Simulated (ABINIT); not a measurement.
Crystal: InSb3.

```xyz
4
Lattice="0.0000 3.7946 3.7946 3.7946 0.0000 3.7946 3.7946 3.7946 0.0000" Properties=species:S:1:pos:R:3 pbc="T T T"
Sb    3.7946    3.7946    3.7946
Sb    5.6918    5.6918    5.6918
Sb    1.8973    1.8973    1.8973
In    0.0000    0.0000    0.0000
```

The cell comes from a database or a generator and needn't be the stable form of this composition.

Base run:

- Program: ABINIT 10.8.3 (patched build)
- Functional: PBE
- Potentials or basis: JTH PAW PBE v2.0
- Cutoff: 599 eV
- k mesh: 6 × 6 × 6
- Occupations: fermi-dirac, width 0.05 eV
- Spin: no spin polarisation

Its results: band gap on the k mesh none (metal or under the smearing width); pressure -0.2 GPa.

The run is repeated on the same cell with these changes: functional from PBE to r2SCAN; cutoff from 599 eV to 707 eV; fine-grid cutoff from 1197.3 eV to 1306.15 eV. What comes out?

Band gap on the k mesh none (metal or under the smearing width); pressure -1.2 GPa.

Caveats: spin-orbit coupling is left out, which moves the levels of the heavy elements; the PAW data sets were made with another functional, which shifts forces and pressure a little (some runs).
